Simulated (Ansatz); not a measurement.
# SnF2 (SMILES [F][Sn][F]) at CCSDT/STO-3G

Aim: the electronic atomisation energy of SnF2 at CCSDT/STO-3G, from 3 runs. 

The calculation is run with Ansatz 0.2.0.

54 further runs of the same task are left out: 21 that didn't finish, 33 set aside as unsound or not needed.

### Step 1. The system as given

SnF2 has 3 atoms, charge 0, and is taken as a singlet. SMILES: `[F][Sn][F]`. The shape comes from GFN2-xTB, which is rough for such elements, and wasn't checked as a minimum.

Bond lengths: Sn1–F2 2.077 Å, Sn1–F3 2.076 Å. Angles: F2–Sn1–F3 102.6°.

### Step 2. A single-point energy at CCSDT/STO-3G

Input file input.yaml:

```yaml
crystal:
  periodic: [false, false, false]
  atoms:
    - {symbol: Sn, position_ang: [0.005290, -0.007560, -0.865150]}
    - {symbol: F, position_ang: [1.618310, -0.021230, 0.443060]}
    - {symbol: F, position_ang: [-1.623610, 0.028790, 0.422090]}
basis:
  gaussian: {orbitals: STO-3G}
correlation: {method: ccsdt, frozen_orbitals: {F: 1, Sn: 18}}
accuracy: high
scf: {omitted_lower_state_checks: [cluster_reference, increment]}
```

Started as:

```bash
ansatz run input.yaml --threads 1 --pin off --max-ram 2610MiB --events-out events.jsonl --progress --plain --runs-dir runs
```

The log of the run, shortened:

```text
Warning: RAYON_NUM_THREADS=1 ignored (pool sized by the plan → 1); use --threads N
Functional definition: HF
  name "HF"
[...]
675 factors; integrals over basis functions are off by at most 4.9e-9 eV
[...]
mean field -167603.36924287 eV, -6159.3102140315 hartree, gradient 1.4e-8 eV, S^2 0.000000; 0 other end points of the search recorded, 0 dependent functions left out; unrestricted orbitals would lower it
20 core orbitals not correlated: weight in the atoms' cores, before any rotation towards them, 1.000 or more for the frozen orbitals, at most 0.000 for the correlated occupied ones
reference -167603.36924287 eV, -6159.3102140315 hartree; 14, 14 occupied and 3, 3 virtual orbitals, 675 factors
second order -2.05643523 eV of doubles, -0.00000000 eV of singles
cycle   1  -2.19305612 eV  change   -1.4e-1 eV  update   1.6e-1
[...]
cycle  33  -3.01042830 eV  change  -4.8e-10 eV  update   1.8e-9
Total energy: -167606.37967117 eV, -6159.4208452308 hartree
Checks for a lower state left out: cluster_reference, increment
```

It took 1.4 s on 1 thread of Arm Neoverse V1, shared host; peak memory 0.11 GiB.

### Step 3. The F atom, same level

Input file input.yaml:

```yaml
crystal:
  periodic: [false, false, false]
  atoms:
    - {symbol: F, position_ang: [0.000000, 0.000000, 0.000000]}
basis:
  gaussian:
    orbitals: STO-3G
magnetization:
  spin_polarized: true
  initial_magnetization: 1
correlation:
  method: ccsdt
  frozen_orbitals: {F: 1}
accuracy: high
scf:
  omitted_lower_state_checks: [cluster_reference, increment]
```

Run the same way, it converges to -97.98651 Eh (log not shown).

### Step 4. The Sn atom, same level

Input file molecule.yaml:

```yaml
crystal:
  periodic: [false, false, false]
  atoms:
    - {symbol: Sn, position_ang: [0.000000, 0.000000, 0.000000]}
basis:
  gaussian:
    orbitals: STO-3G
correlation:
  method: ccsdt
  frozen_orbitals: {Sn: 18}
scf:
  omitted_lower_state_checks: [cluster_reference, increment]
accuracy: high
magnetization:
  spin_polarized: true
  initial_magnetization: 2
```

Started as:

```bash
ansatz run molecule.yaml --threads 1 --pin off --max-ram 2610MiB --events-out events.jsonl --progress --plain --runs-dir runs
```

The log of the run, shortened:

```text
Warning: RAYON_NUM_THREADS=1 ignored (pool sized by the plan → 1); use --threads N
[... 2 set-up lines as earlier in the session ...]
[...]
251 factors; integrals over basis functions are off by at most 4.4e-9 eV
[...]
mean field -162267.10534540 eV, -5963.2061328489 hartree, gradient 3.9e-9 eV, S^2 2.000002; 3 other end points of the search recorded, 0 dependent functions left out
18 core orbitals not correlated: weight in the atoms' cores, before any rotation towards them, 1.000 or more for the frozen orbitals, at most 0.000 for the correlated occupied ones
reference -162267.10534540 eV, -5963.2061328489 hartree; 8, 6 occupied and 1, 3 virtual orbitals, 251 factors
second order -0.20018918 eV of doubles, 0.00000000 eV of singles
cycle   1  -0.29387356 eV  change   -9.4e-2 eV  update   4.0e-2
[...]
cycle  14  -0.37366806 eV  change    1.2e-9 eV  update  2.6e-10
Total energy: -162267.47901345 eV, -5963.2198648968 hartree
Checks for a lower state left out: cluster_reference, increment
```

It took 0.42 s on 1 thread of Arm Neoverse V1, shared host.

### Step 5. What came out

At CCSDT/STO-3G, 20 core orbitals frozen:

```
                                              quantity           value
                                molecule: total energy  -6159.42085 Eh
molecule: correlation energy (20 core orbitals frozen)      -110.6 mEh
                               molecule: T1 diagnostic           0.030
                                  F atom: total energy    -97.98651 Eh
    F atom: correlation energy (1 core orbital frozen)         0.0 mEh
             F atom: ⟨S²⟩ of the reference determinant           0.750
                                 F atom: T1 diagnostic           0.000
                                 Sn atom: total energy  -5963.21986 Eh
 Sn atom: correlation energy (18 core orbitals frozen)       -13.7 mEh
            Sn atom: ⟨S²⟩ of the reference determinant           2.000
                                Sn atom: T1 diagnostic           0.000
                         electronic atomisation energy        6.203 eV
```

What this shows: Taking the molecule apart into free atoms costs 6.20 eV (143 kcal/mol), before zero-point energy and without spin-orbit coupling. In a minimal basis such a difference can be off by several eV, whatever the method. The T1 diagnostic (molecule) of 0.030 is above the customary mark for such species, so a single reference may not serve. The restricted solution (molecule) is unstable to spin breaking: an unrestricted one lies lower. Relativity is left out (molecule) although the molecule holds a heavy atom. Relativity is left out (Sn atom) although the molecule holds a heavy atom.
